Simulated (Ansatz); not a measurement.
# Ti: the cost of one run

Computed with Ansatz 0.2.0 (DFT LDA, scalar-relativistic, unless a step's input says otherwise).

## Step 1: Starting point

It takes space group Fm-3m (No. 225, cubic). The conventional cell has a = 4.060 Å, b = 4.060 Å, c = 4.060 Å, α = 90.00°, β = 90.00°, γ = 90.00°. Ti (site symmetry m-3m) is surrounded by 12 Ti at 2.87 Å.

Coordinates:

```
CELL_PARAMETERS angstrom
0.00000 2.03000 2.03000
2.03000 0.00000 2.03000
2.03000 2.03000 0.00000
ATOMIC_POSITIONS crystal
Ti 0.00000 0.00000 0.00000
```

## Step 2: Volume × 0.96, LAPW

The input, input.yaml:

```yaml
crystal:
  lattice:
    - [0.0, 2.0025642044, 2.0025642044]
    - [2.0025642044, 0.0, 2.0025642044]
    - [2.0025642044, 2.0025642044, 0.0]
  atoms:
    - { symbol: Ti, position: [0.0, 0.0, 0.0] }
kpoints:
  mp_grid: { grid: [14, 14, 14] }
  band_path:
    path:
      - [0.0, 0.0, 0.0]
      - [0.5, 0.0, 0.5]
      - [0.625, 0.25, 0.625]
      - [0.375, 0.375, 0.75]
      - [0.0, 0.0, 0.0]
      - [0.5, 0.5, 0.5]
      - [0.5, 0.25, 0.75]
      - [0.5, 0.0, 0.5]
    npoints: 5
scf:
  occupations: { method: fermi_dirac, width: 0.05 }
hamiltonian:
  xc: lda
  pseudopotentials: { kind: all_electron, lapw: { basis_error: 0.00025 } }
output:
  forces: true
  stress: true
  eigenvalues: true
```

Launch:

```
ansatz run input.yaml --threads 1 --pin off --max-ram 3072MiB --backend cpu --events-out ev --progress --plain --runs-dir out
```

What time and memory should one allow on 1 thread of Intel Xeon 6975P-C (Granite Rapids), shared host?

About 4.1 s, with a peak of 0.3 GiB.
